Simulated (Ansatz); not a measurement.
# C2H6ClFSi: geometry optimisation, by script

What geometry does C2H6ClFSi take? Wanted for C2H6ClFSi: a geometry optimisation. SMILES: CC(Cl)[SiH2]F.

Computed with Ansatz 0.2.0, driven from Python. Level of theory: Hartree-Fock/cc-pVDZ.

### Step 1. The structure

Bond lengths: C1–C2 1.501 Å, C2–Cl3 1.768 Å, C2–Si4 1.906 Å, Si4–F5 1.649 Å, C1–H6 1.086 Å, C1–H7 1.062 Å, C1–H8 1.148 Å, C2–H9 1.136 Å, Si4–H10 1.429 Å, Si4–H11 1.463 Å. Angles (14 of 18 angles, heavy atoms first): C1–C2–Cl3 106.1°, C1–C2–Si4 118.1°, Cl3–C2–Si4 106.5°, C2–Si4–F5 104.9°, C1–C2–H9 110.8°, Cl3–C2–H9 105.1°, Si4–C2–H9 109.2°, C2–C1–H6 112.2°, C2–C1–H7 114.1°, C2–C1–H8 106.6°, C2–Si4–H10 112.0°, C2–Si4–H11 109.1°, F5–Si4–H10 109.8°, F5–Si4–H11 106.0°.

The script reads c2h6clfsi.xyz:

```xyz
11

C    -1.12210   -0.77110    0.43830
C     0.12720    0.03800    0.63320
Cl    1.28580   -1.03390    1.43030
Si    1.00220    0.72760   -0.91330
F    -0.10730    1.72120   -1.62180
H    -1.57350   -1.06350    1.38120
H    -1.00670   -1.59650   -0.21930
H    -1.89450   -0.07100   -0.04180
H    -0.04970    0.88310    1.37140
H     2.17360    1.47310   -0.57660
H     1.23020   -0.36390   -1.86100
```

### Step 2. The code

Contents of opt.py:

```python
from dataclasses import dataclass
import warnings

import ansatz as az
import numpy as np


@dataclass(frozen=True)
class Options:
    basis: str = "cc-pVDZ"
    functional: str = "hf"


opts = Options()


def main() -> None:
    warnings.simplefilter("ignore", az.DeckWarning)

    mol = az.Crystal.molecule_from_extxyz("c2h6clfsi.xyz")

    calculation = (
        mol.calculation()
        .basis(gaussian=opts.basis)
        .functional(opts.functional)
        .scf(lower_state_search="standard")
    )
    symbols = [site.symbol for site in mol.cartesian_sites]
    start = np.array([site.position_ang for site in mol.cartesian_sites], dtype=float)
    def progress(event):
        if event["event"] == "relax_step":
            row = event["data"]
            print(f"step {row['step']:3d}  E = {row['lagrangian_ev']:.6f} eV  largest force component {row['allowed_force_max_ev_ang']:.4f} eV/A")


    data = calculation.relax(force_tolerance=0.005, max_steps=100).session().plan().execute(on_event=progress).report
    end = np.array(data["positions_ang"])

    print(f"E = {data['free_energy_ev']:.6f} eV = {data['free_energy_ev'] / 27.211386246:.7f} Ha")
    print("converged:", data["converged"], " doubts:", data["published_state_doubts"] or "none")

    print("final positions (A) and the move of each atom")
    for symbol, xyz, old in zip(symbols, end, start):
        print(f"{symbol:2s} {xyz[0]:10.5f} {xyz[1]:10.5f} {xyz[2]:10.5f}   {np.linalg.norm(xyz - old):7.4f}")

    charges = data["charge_distribution"]
    dipole = np.array(charges["dipole_moment_e_ang"]) * 4.803205
    print("dipole (D): {:.3f} {:.3f} {:.3f}, length {:.3f}".format(*dipole, np.linalg.norm(dipole)))
    print("atom  Mulliken   Lowdin")
    for symbol, m, l in zip(symbols, charges["mulliken_charges_e"], charges["lowdin_charges_e"]):
        print(f"{symbol:4s} {m:9.3f} {l:8.3f}")
    with open("c2h6clfsi_opt.xyz", "w") as handle:
        handle.write(f"{len(symbols)}\nrelaxed C2H6ClFSi\n")
        handle.writelines(f"{s:2s} {x:11.6f} {y:11.6f} {z:11.6f}\n" for s, (x, y, z) in zip(symbols, end))


if __name__ == "__main__":
    main()
```

### Step 3. The calls as engine input

The engine receives this input:

```yaml
crystal:
  periodic: [false, false, false]
  atoms:
    - { symbol: C, position_ang: [-1.1221, -0.7711, 0.4383] }
    - { symbol: C, position_ang: [0.1272, 0.038, 0.6332] }
    - { symbol: Cl, position_ang: [1.2858, -1.0339, 1.4303] }
    - { symbol: Si, position_ang: [1.0022, 0.7276, -0.9133] }
    - { symbol: F, position_ang: [-0.1073, 1.7212, -1.6218] }
    - { symbol: H, position_ang: [-1.5735, -1.0635, 1.3812] }
    - { symbol: H, position_ang: [-1.0067, -1.5965, -0.2193] }
    - { symbol: H, position_ang: [-1.8945, -0.071, -0.0418] }
    - { symbol: H, position_ang: [-0.0497, 0.8831, 1.3714] }
    - { symbol: H, position_ang: [2.1736, 1.4731, -0.5766] }
    - { symbol: H, position_ang: [1.2302, -0.3639, -1.861] }
basis:
  gaussian:
    orbitals: cc-pVDZ
hamiltonian:
  xc: hf
scf:
  lower_state_search: standard
relax:
  f_tol: 0.005
  max_steps: 100
```

### Step 4. Launch

Launch:

```sh
python opt.py
```

Q: Predict the main results. Wanted: total energy; dipole moment; moves of the relaxation; energy gained; last largest force component.

As calculated:

| quantity | value |
| --- | --- |
| total energy | -25229.5927 eV |
| dipole moment | 0.71 D |
| moves of the relaxation | 8 |
| energy gained | 0.257 eV |
| last largest force component | 0.0012 eV/Å |

In words: The relaxation took 8 moves; the largest shift is 0.085 Å, of atom 3 (Cl). The end point is the stationary point reached from this start; no frequency run checks that it is a minimum, and the basis set is modest. The Löwdin charges here are taken after orthogonalising the functions within each atom; they differ from plain Löwdin charges, and their signs can be unphysical.
